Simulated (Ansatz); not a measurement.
**CH₂O₂Si: vertical ionisation energy**

The task here is to estimate one member of a computed series from the others.

The runs use Ansatz 0.2.0, Gaussian basis; unrestricted cation, the program's frozen cores in correlated methods.

Plan: UKS PBE-D4/def2-TZVPP; UKS r2SCAN-D4/def2-TZVPP; UKS PBE0-D4/def2-TZVPP; UKS B3LYP-D4/def2-TZVPP; UKS wB97X-V/def2-TZVPP; UKS wB97M-V/def2-TZVPP; UKS B2PLYP/def2-TZVPP; UHF-CCSD(T)/def2-TZVPP; UHF-MP2/def2-QZVPP; extrapolation to the limit; then −ε(HOMO) from the neutral's earlier runs with LDA (SPW92), PBE-D4, revPBE-D4, BLYP-D4, r2SCAN-D4, B97M-V, PBE0-D4, B3LYP-D4, r2SCANh-D4, r2SCAN0-D4, HSE06-D4, BHLYP-D4, CAM-B3LYP-D4, LC-ωPBE, ωB97X-V, ωB97M-V.

**The relaxed structure**

The geometry comes from an earlier relaxation with PBE0-D4 in a triple-zeta def2 set; it is a stationary point.

SMILES `O=C1O[SiH2]1`, 6 atoms, charge 0, spin multiplicity 1.

Atoms are counted from 1 here; the program's logs count them from 0.

Bond lengths: O1–C2 1.180 Å, C2–O3 1.369 Å, C2–Si4 1.819 Å, O3–Si4 1.720 Å, Si4–H5 1.478 Å, Si4–H6 1.478 Å. Angles: O1–C2–O3 131.0°, O1–C2–Si4 165.6°, O3–C2–Si4 63.5°, C2–O3–Si4 71.1°, C2–Si4–O3 45.4°, C2–Si4–H5 123.4°, C2–Si4–H6 123.4°, O3–Si4–H5 115.4°, O3–Si4–H6 115.4°, H5–Si4–H6 112.8°.

The first run:

Contents of in.yaml:

```yaml
crystal:
  periodic: [false, false, false]
  atoms:
    - {symbol: O, position_ang: [1.262371, -1.666579, 0.916653]}
    - {symbol: C, position_ang: [0.559832, -0.862170, 0.414520]}
    - {symbol: O, position_ang: [-0.629737, -0.998145, -0.249641]}
    - {symbol: Si, position_ang: [-0.201567, 0.667204, -0.211303]}
    - {symbol: H, position_ang: [0.133837, 1.265883, -1.520621]}
    - {symbol: H, position_ang: [-1.082637, 1.529708, 0.604192]}
basis:
  gaussian: {orbitals: def2-TZVPP}
total_charge: 1
magnetization: {spin_polarized: true, initial_magnetization: 1}
hamiltonian: {xc: pbe, dispersion: d4}
```

Command:

```sh
$ ansatz run in.yaml --threads 2 --pin off --events-out ev --progress --plain --max-ram 4352MiB
```

Steps of the session up to this table: Cation, UKS PBE-D4/def2-TZVPP; Cation, UKS r2SCAN-D4/def2-TZVPP; Cation, UKS PBE0-D4/def2-TZVPP; Cation, UKS B3LYP-D4/def2-TZVPP; Cation, UKS wB97X-V/def2-TZVPP; Cation, UKS wB97M-V/def2-TZVPP; Cation, UKS B2PLYP (frozen core)/def2-TZVPP; Cation, UHF-CCSD(T)/def2-TZVPP; Cation, UHF-MP2/def2-QZVPP.

One table of the session follows, with a row left open; its other results are not shown here.

It belongs to the step «Ionisation energies side by side». Orbital estimates, from the neutral's runs:

```
  functional  −ε(HOMO) (eV)
 LDA (SPW92)              ?
      PBE-D4           6.18
   revPBE-D4           6.11
     BLYP-D4           6.07
   r2SCAN-D4           6.41
      B97M-V           6.50
     PBE0-D4           7.49
    B3LYP-D4           7.29
  r2SCANh-D4           6.91
  r2SCAN0-D4           7.67
    HSE06-D4           7.09
    BHLYP-D4           8.77
CAM-B3LYP-D4           8.86
     LC-ωPBE          10.11
     ωB97X-V           9.79
     ωB97M-V           9.71
```

Q: Estimate the row for LDA (SPW92) from the others.

**Answer.** −ε(HOMO) (eV): 6.37. In the column «−ε(HOMO) (eV)» it lies between PBE-D4 (6.18) and r2SCAN-D4 (6.41).
